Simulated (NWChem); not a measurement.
**C8H18 (octane): levels of theory compared**

Wanted: a comparison of 4 runs (HF/STO-3G, HF/3-21G, B3LYP/6-31G*) of C8H18 (octane). 

The results are computed with NWChem 7.3.0.

**1. The molecule**

C8H18: 26 atoms, total charge 0, spin state singlet. SMILES: `CCCCCCCC`. The shape is that of a PBE0-D4/def2-TZVP optimisation. This is one conformer, not always the lowest.

Some bond lengths: C1–C2 1.520 Å, C2–C3 1.523 Å, C3–C4 1.522 Å, C4–C5 1.523 Å, C5–C6 1.522 Å, C6–C7 1.523 Å, C7–C8 1.520 Å, C1–H9 1.094 Å, C1–H10 1.092 Å, C1–H11 1.093 Å, C2–H12 1.095 Å, C2–H13 1.097 Å, C3–H14 1.096 Å, C3–H15 1.097 Å, C4–H16 1.096 Å, C4–H17 1.097 Å. Some angles: C1–C2–C3 114.0°, C2–C3–C4 114.1°, C3–C4–C5 114.0°, C4–C5–C6 114.0°, C5–C6–C7 114.1°, C6–C7–C8 114.0°, C1–C2–H12 109.0°, C1–C2–H13 109.5°, C3–C2–H12 108.8°, C3–C2–H13 109.1°.

**2. Energy and forces at HF/STO-3G (run 1)**

The input, test.nw:

```
start test
memory stack 880 mb heap 220 mb global 1100 mb

geometry units angstrom noautosym nocenter noautoz
C       -3.122300       1.801100      -0.704100
C       -1.848700       2.402900      -0.132100
C       -0.784500       1.373600       0.226400
C       -0.226000       0.615500      -0.969400
C        0.937100      -0.307400      -0.629800
C        0.560600      -1.469800       0.277800
C        1.684400      -2.473900       0.500300
C        2.880400      -1.906700       1.248300
H       -3.553800       1.070500      -0.013100
H       -2.940500       1.290100      -1.652400
H       -3.876500       2.570100      -0.886800
H       -2.097600       2.980500       0.764400
H       -1.428800       3.120100      -0.847600
H       -1.204600       0.668200       0.952600
H        0.043900       1.878900       0.737700
H       -1.019900       0.026700      -1.442900
H        0.103100       1.343000      -1.721300
H        1.736400       0.283700      -0.168300
H        1.355500      -0.711600      -1.559500
H       -0.301400      -1.988800      -0.158600
H        0.226600      -1.091000       1.250500
H        1.288100      -3.329900       1.056600
H        2.011900      -2.867900      -0.469200
H        3.630600      -2.677700       1.438600
H        2.576600      -1.493500       2.214900
H        3.369100      -1.106900       0.687100
end

basis spherical bse
C library STO-3G
H library STO-3G
end

scf
thresh 1e-08
maxiter 80
end

task scf gradient
```

Command:

```bash
$ nwchem test.nw > test.out
```

Standard output:

```text
[...]
  functions       =    58
[...]
  wavefunction    = RHF
[...]
         Total SCF energy =   -309.779159222028
      One-electron energy =  -1191.990919749102
      Two-electron energy =    492.261501583026
 Nuclear repulsion energy =    389.950258944049
        Time for solution =     16.8s
[...]
                         RHF ENERGY GRADIENTS
    atom               coordinates                        gradient
                 x          y          z           x          y          z
   1 C      -5.900291   3.403585  -1.330556    0.021966   0.011795   0.008617
   2 C      -3.493536   4.540823  -0.249633   -0.003558  -0.028457  -0.000402
   3 C      -1.482490   2.595728   0.427834   -0.008985   0.006282  -0.029595
   4 C      -0.427078   1.163126  -1.831900    0.012477  -0.002215   0.028703
   5 C       1.770862  -0.580902  -1.190149   -0.029469  -0.005162   0.009421
   6 C       1.059380  -2.777519   0.524966    0.028162   0.002079  -0.013763
   7 C       3.183054  -4.674993   0.945430   -0.001203   0.026287   0.011048
   8 C       5.443167  -3.603141   2.358945   -0.019478  -0.010713  -0.014049
   9 H      -6.715708   2.022952  -0.024755   -0.003077  -0.004887   0.003871
  10 H      -5.556739   2.437935  -3.122583   -0.000015  -0.003554  -0.005508
  11 H      -7.325523   4.856785  -1.675809   -0.004981   0.002729  -0.001690
[...]
```

Run time: 20 s. Hardware: 1 thread of Intel Xeon Platinum 8259CL at 2.50GHz (Skylake/Cascade Lake), shared host; peak memory 0.099 GiB.

**3. Energy and gradient at HF/3-21G (run 2)**

The input, mymol.nw:

```
start mymol
memory 2200 mb

geometry noautosym nocenter noautoz
  C    -3.122300    1.801100   -0.704100
  C    -1.848700    2.402900   -0.132100
  C    -0.784500    1.373600    0.226400
  C    -0.226000    0.615500   -0.969400
  C     0.937100   -0.307400   -0.629800
  C     0.560600   -1.469800    0.277800
  C     1.684400   -2.473900    0.500300
  C     2.880400   -1.906700    1.248300
  H    -3.553800    1.070500   -0.013100
  H    -2.940500    1.290100   -1.652400
  H    -3.876500    2.570100   -0.886800
  H    -2.097600    2.980500    0.764400
  H    -1.428800    3.120100   -0.847600
  H    -1.204600    0.668200    0.952600
  H     0.043900    1.878900    0.737700
  H    -1.019900    0.026700   -1.442900
  H     0.103100    1.343000   -1.721300
  H     1.736400    0.283700   -0.168300
  H     1.355500   -0.711600   -1.559500
  H    -0.301400   -1.988800   -0.158600
  H     0.226600   -1.091000    1.250500
  H     1.288100   -3.329900    1.056600
  H     2.011900   -2.867900   -0.469200
  H     3.630600   -2.677700    1.438600
  H     2.576600   -1.493500    2.214900
  H     3.369100   -1.106900    0.687100
end

basis spherical bse
  * library 3-21G
end

scf
  thresh 1e-08
  maxiter 80
end

task scf gradient
```

Command:

```bash
$ nwchem mymol.nw > mymol.out
```

Standard output:

```text
[...]
  functions       =   108
[...]
  wavefunction    = RHF
[...]
         Total SCF energy =   -311.702576234858
      One-electron energy =  -1192.233628867074
      Two-electron energy =    490.580793688167
 Nuclear repulsion energy =    389.950258944049
        Time for solution =     20.4s
[...]
                         RHF ENERGY GRADIENTS
    atom               coordinates                        gradient
                 x          y          z           x          y          z
   1 C      -5.900291   3.403585  -1.330556    0.014642   0.008570   0.006508
   2 C      -3.493536   4.540823  -0.249633   -0.003716  -0.020290  -0.001331
   3 C      -1.482490   2.595728   0.427834   -0.005706   0.004808  -0.019901
   4 C      -0.427078   1.163126  -1.831900    0.008882  -0.001461   0.019327
   5 C       1.770862  -0.580902  -1.190149   -0.020166  -0.003442   0.005986
   6 C       1.059380  -2.777519   0.524966    0.018785   0.000897  -0.009675
   7 C       3.183054  -4.674993   0.945430    0.000695   0.018908   0.008078
   8 C       5.443167  -3.603141   2.358945   -0.013438  -0.008045  -0.009111
   9 H      -6.715708   2.022952  -0.024755   -0.002529  -0.004068   0.003103
  10 H      -5.556739   2.437935  -3.122583    0.000500  -0.003249  -0.005138
  11 H      -7.325523   4.856785  -1.675809   -0.004024   0.003287  -0.001145
[...]
```

It took 26 s on 1 thread of Intel Xeon Platinum 8259CL at 2.50GHz (Skylake/Cascade Lake), shared host; peak memory 0.1 GiB.

Run 3 isn't shown in full; the table further down has it.

**4. Energy and gradient at B3LYP/6-31G(d) (Cartesian functions) (run 4)**

The input, test.xyz:

```xyz
26

C     -3.122300     1.801100    -0.704100
C     -1.848700     2.402900    -0.132100
C     -0.784500     1.373600     0.226400
C     -0.226000     0.615500    -0.969400
C      0.937100    -0.307400    -0.629800
C      0.560600    -1.469800     0.277800
C      1.684400    -2.473900     0.500300
C      2.880400    -1.906700     1.248300
H     -3.553800     1.070500    -0.013100
H     -2.940500     1.290100    -1.652400
H     -3.876500     2.570100    -0.886800
H     -2.097600     2.980500     0.764400
H     -1.428800     3.120100    -0.847600
H     -1.204600     0.668200     0.952600
H      0.043900     1.878900     0.737700
H     -1.019900     0.026700    -1.442900
H      0.103100     1.343000    -1.721300
H      1.736400     0.283700    -0.168300
H      1.355500    -0.711600    -1.559500
H     -0.301400    -1.988800    -0.158600
H      0.226600    -1.091000     1.250500
H      1.288100    -3.329900     1.056600
H      2.011900    -2.867900    -0.469200
H      3.630600    -2.677700     1.438600
H      2.576600    -1.493500     2.214900
H      3.369100    -1.106900     0.687100
```

The input, run.py:

```python
from ase.io import read
from ase.calculators.nwchem import NWChem

system = read('test.xyz')

calc = NWChem(
    label='test',
    theory='dft',
    memory='2200 mb',
    basis='6-31G*',
    dft={'xc': 'b3lyp', 'mult': '1', 'grid': 'fine', 'convergence': 'energy 1e-08', 'iterations': '100', 'mulliken': None},
)
system.calc = calc

forces = system.get_forces()
print("Total energy (eV):", round(system.get_potential_energy(), 6))
print("forces (eV/A):")
for s, f in zip(system.symbols, forces):
    print(f"{s:2s} {f[0]:10.5f} {f[1]:10.5f} {f[2]:10.5f}")
print("dipole (e A):", system.get_dipole_moment().round(4))
```

Command:

```bash
$ export ASE_NWCHEM_COMMAND="nwchem PREFIX.nwi > PREFIX.nwo"
$ python run.py
```

Standard output:

```text
Total energy (eV): -8590.84621
forces (eV/A):
C    -0.20564   -0.05687   -0.08865
C     0.01430    0.24569    0.04515
C     0.05862   -0.00910    0.22225
C    -0.05615    0.02350   -0.23006
C     0.20749    0.04314   -0.10660
C    -0.19695   -0.05327    0.09554
C    -0.00828   -0.23958   -0.05487
C     0.19412    0.05224    0.10824
H    -0.06495   -0.07796    0.06284
H    -0.00350   -0.05389   -0.09930
H    -0.09636    0.08140   -0.02350
H    -0.03265    0.07528    0.09343
H     0.03348    0.08839   -0.06680
H    -0.03569   -0.05420    0.08294
H     0.07955    0.05528    0.06654
H    -0.07050   -0.05127   -0.06402
H     0.03096    0.06870   -0.09148
H     0.08572    0.05775    0.02638
H     0.05487   -0.03276   -0.10218
H    -0.09631   -0.06284   -0.03378
H    -0.04402    0.02155    0.09714
H    -0.03471   -0.10495    0.05780
H     0.03785   -0.05903   -0.09559
H     0.09477   -0.08382    0.02941
H    -0.01234    0.04571    0.11123
H     0.06633    0.08099   -0.04211
dipole (e A): [-0.0003 -0.0001  0.0007]
```

The calculator wrote test.nwi:

```
title "test"

permanent_dir test

scratch_dir test

start test

geometry units angstrom nocenter noautosym noautoz
  C  -3.1223000000000001e+00 1.8010999999999999e+00 -7.0409999999999995e-01
  C  -1.8487000000000000e+00 2.4028999999999998e+00 -1.3210000000000000e-01
  C  -7.8449999999999998e-01 1.3735999999999999e+00 2.2639999999999999e-01
  C  -2.2600000000000001e-01 6.1550000000000005e-01 -9.6940000000000004e-01
  C  9.3710000000000004e-01 -3.0740000000000001e-01 -6.2980000000000003e-01
  C  5.6059999999999999e-01 -1.4698000000000000e+00 2.7779999999999999e-01
  C  1.6843999999999999e+00 -2.4739000000000000e+00 5.0029999999999997e-01
  C  2.8803999999999998e+00 -1.9067000000000001e+00 1.2483000000000000e+00
  H  -3.5537999999999998e+00 1.0705000000000000e+00 -1.3100000000000001e-02
  H  -2.9405000000000001e+00 1.2901000000000000e+00 -1.6524000000000001e+00
  H  -3.8765000000000001e+00 2.5701000000000001e+00 -8.8680000000000003e-01
  H  -2.0975999999999999e+00 2.9805000000000001e+00 7.6439999999999997e-01
  H  -1.4288000000000001e+00 3.1200999999999999e+00 -8.4760000000000002e-01
  H  -1.2045999999999999e+00 6.6820000000000002e-01 9.5260000000000000e-01
  H  4.3900000000000002e-02 1.8789000000000000e+00 7.3770000000000002e-01
  H  -1.0199000000000000e+00 2.6700000000000002e-02 -1.4429000000000001e+00
  H  1.0310000000000000e-01 1.3430000000000000e+00 -1.7213000000000001e+00
  H  1.7363999999999999e+00 2.8370000000000001e-01 -1.6830000000000001e-01
  H  1.3554999999999999e+00 -7.1160000000000001e-01 -1.5595000000000001e+00
  H  -3.0140000000000000e-01 -1.9887999999999999e+00 -1.5859999999999999e-01
  H  2.2660000000000000e-01 -1.0910000000000000e+00 1.2504999999999999e+00
  H  1.2881000000000000e+00 -3.3298999999999999e+00 1.0566000000000000e+00
  H  2.0118999999999998e+00 -2.8679000000000001e+00 -4.6920000000000001e-01
  H  3.6305999999999998e+00 -2.6777000000000002e+00 1.4386000000000001e+00
  H  2.5766000000000000e+00 -1.4935000000000000e+00 2.2149000000000001e+00
  H  3.3691000000000000e+00 -1.1069000000000000e+00 6.8710000000000004e-01
end

memory 2200 mb

basis noprint
   * library 6-31G*
end

dft
  xc b3lyp
  mult 1
  grid fine
  convergence energy 1e-08
  iterations 100
  mulliken
end

task dft gradient
```

test.nwo (excerpt; [...] marks lines left out):

```text
[...]
         Total DFT energy =     -315.707777702242
[...]
  wavefunction    = closed shell
                         DFT ENERGY GRADIENTS
    atom               coordinates                        gradient
                 x          y          z           x          y          z
   1 C      -5.900291   3.403585  -1.330556    0.003999   0.001106   0.001724
   2 C      -3.493536   4.540823  -0.249633   -0.000278  -0.004778  -0.000878
   3 C      -1.482490   2.595728   0.427834   -0.001140   0.000177  -0.004322
[... 22 lines of this table left out ...]
  26 H       6.366676  -2.091738   1.298431   -0.001290  -0.001575   0.000819
[...]
```

It took 2.2 min on 1 thread of Intel Xeon Platinum 8259CL at 2.50GHz (Skylake/Cascade Lake), shared host; peak memory 0.14 GiB.

**5. The series**

```
run                               level  iteration cap  module  energy (Eh)  dipole moment (D)  HOMO energy (eV)  LUMO energy (eV)  wall time
  1                           HF/STO-3G             80     scf  -309.779159               0.00            -10.78             15.83       20 s
  2                            HF/3-21G             80     scf  -311.702576               0.00            -11.74              7.06       26 s
  3  B3LYP/6-31G* (spherical functions)            100     dft  -315.702289                  –                 –                 –    2.4 min
  4  B3LYP/6-31G* (Cartesian functions)            100     dft  -315.707778               0.00             -8.17              2.51    2.2 min
```

**6. Results**

```
                       quantity          value
            run 4: total energy  -315.70778 Eh
           run 4: dipole moment         0.00 D
             run 4: HOMO energy       -8.17 eV
             run 4: LUMO energy        2.51 eV
           run 4: HOMO–LUMO gap       10.68 eV
run 4: largest force on an atom     0.250 eV/Å
```

In words: Over runs 1, 2, 4 the HOMO–LUMO gap runs from 10.68 eV (B3LYP/6-31G*) to 26.61 eV (HF/STO-3G). The two ends differ in method and basis. In run 1 the basis is minimal, so the values are rough. All runs together took 5.3 min, the longest 2.4 min.
